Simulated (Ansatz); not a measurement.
The system is TlAgTe2.

```
CELL_PARAMETERS angstrom
-1.96000 1.96000 7.61000
1.96000 -1.96000 7.61000
1.96000 1.96000 -7.61000
ATOMIC_POSITIONS crystal
Tl 0.00000 0.00000 0.00000
Te 0.63100 0.63100 0.00000
Te 0.36900 0.36900 0.00000
Ag 0.75000 0.25000 0.50000
```

```yaml
Program: Ansatz 0.2.0
Task: relaxation of cell and atoms
Functional: PBE
Potentials_or_basis: Ansatz PAW
Cutoff: "420 eV (not typed: the program's choice for these potentials)"
k_mesh: 7 × 7 × 7
Occupations: fermi-dirac, width 0.05 eV
Spin: no spin polarisation
```

At the start: volume 29.23 Å³/atom.

Q: How do energy, volume and symmetry change on relaxing?

A: It ends after 12 steps and the volume is 30.68 Å³/atom (+4.9 %); space group I-4m2 (No. 119, to 0.05 Å).

The path:
```csv
step,energy change (eV),largest force (eV/Å),volume (Å³)
1,0.0000,0.3935,116.94
2,-0.1325,0.1182,125.59
3,-0.1847,0.0273,126.13
4,-0.2107,0.0060,123.67
5,-0.2134,0.0038,122.69
6,-0.2135,0.0025,122.73
7,-0.2136,0.0000,122.63
8,-0.2196,0.0009,122.63
9,-0.2215,0.0194,122.54
10,-0.2217,0.0311,122.72
11,-0.2219,0.0002,122.72
12,-0.2220,0.0002,122.72
```

Final structure:
```
Tl Te Ag
1.0
    -1.85501    1.85501    8.91590
     1.85501   -1.85501    8.91590
     1.85501    1.85501   -8.91590
Tl Te Ag
1 2 1
Direct
  0.00000 0.00000 0.00000
  0.63279 0.63279 0.00000
  0.36721 0.36721 0.00000
  0.75000 0.25000 0.50000
```

Caveat: the plane-wave basis is chosen anew once the cell has moved, so the energies of steps on either side of that aren't comparable.
